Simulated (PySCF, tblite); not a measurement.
**C₄H₁₁NSi₂: geometry, infrared bands and NMR shifts**

Aim: predict the infrared bands and NMR shifts of C₄H₁₁NSi₂ (`[SiH3]N([SiH3])[C@]12C[C@H]1C2`).

Programs: tblite 0.8.0 and PySCF 2.14.0, with density-fitted response routines of our own. Each step states its level of theory. These are calculated values for one molecule in the gas phase, unless marked as measured. Atoms are numbered from 0 throughout.

## (1) The molecule as given

18 atoms, charge 0, multiplicity 1; geometry from: force field or distance geometry start.

Bonds of the start (Å): Si0–N1 1.77, N1–Si2 1.81, N1–C3 1.33, C3–C4 1.58, C4–C5 1.51, C5–C6 1.50, C5–C3 1.35, C6–C3 1.56, Si0–H7 1.45, Si0–H8 1.48, Si0–H9 1.48, Si2–H10 1.46, Si2–H11 1.47, Si2–H12 1.47, C4–H13 1.10, C4–H14 1.10, C5–H15 1.08, C6–H16 1.11, C6–H17 1.10.

## (2) Optimising the geometry with GFN2-xTB

What the job is given:

```
{"job": {"kind": "relax", "xc": "GFN2-xTB", "basis": "xTB"}, "charge": 0, "multiplicity": 1}
Si    -1.150300     1.851200    -0.351900
N     -0.688700     0.383600     0.517500
Si    -1.624300    -1.064000    -0.035000
C      0.592000     0.043200     0.425300
C      1.250300    -1.217900     1.120600
C      1.939900    -0.005400     0.531800
C      1.448400     0.046500    -0.884100
H     -0.735700     1.871500    -1.743000
H     -0.449100     2.982300     0.305700
H     -2.603700     2.107500    -0.228100
H     -1.652800    -1.991400     1.094200
H     -0.814300    -1.695500    -1.084700
H     -2.961000    -0.676200    -0.510600
H      1.064500    -2.110900     0.504600
H      1.037200    -1.201300     2.204400
H      2.732200     0.567500     0.991700
H      1.239900    -0.885800    -1.452500
H      1.366600     1.001400    -1.417400
```

Started as:

```console
$ OMP_NUM_THREADS=1 python probes_run.py task.json out
```

One launch serves the whole session: the jobs run in the order shown.

**Question.** This job is followed by: GFN2-xTB harmonic vibrations, gas phase; GIAO PBE0/pcSseg-1 NMR shielding, non-relativistic, gas phase. Predict these results of the whole session: strongest single infrared mode (GFN2-xTB); zero-point energy (GFN2-xTB); 13C shifts against TMS (PBE0/pcSseg-1, means over atoms taken as alike); 1H shifts against TMS (PBE0/pcSseg-1, means over atoms taken as alike); 29Si shifts against TMS (PBE0/pcSseg-1, means over atoms taken as alike); 15N shifts against NH3 (PBE0/pcSseg-1).

**Answer**, as computed:

| quantity | value |
| --- | --- |
| strongest single infrared mode (GFN2-xTB) | 802 cm⁻¹, 614 km/mol |
| zero-point energy (GFN2-xTB) | 81.1 kcal/mol |
| 13C shifts against TMS (PBE0/pcSseg-1, means over atoms taken as alike) | 36.0, 33.8, 7.8 ppm |
| 1H shifts against TMS (PBE0/pcSseg-1, means over atoms taken as alike) | 4.70, 2.37, 1.65, 0.67 ppm |
| 29Si shifts against TMS (PBE0/pcSseg-1, means over atoms taken as alike) | -49.6 ppm |
| 15N shifts against NH3 (PBE0/pcSseg-1) | -2.2 ppm |

In words: The optimisation took 60 steps and gained 1.716 eV; among the close pairs (by a distance rule), C3–C5 changed most, from 1.353 to 1.483 Å. The lowest mode is imaginary (25i cm⁻¹), so the xTB geometry is not a minimum. Unscaled tight-binding wavenumbers are off by several per cent, some by more. Its intensities can rank the bands wrongly. At PBE0/pcSseg-1: The widest tensor belongs to Si0, Si2: span 123 ppm, with a paramagnetic part of -482 ppm.
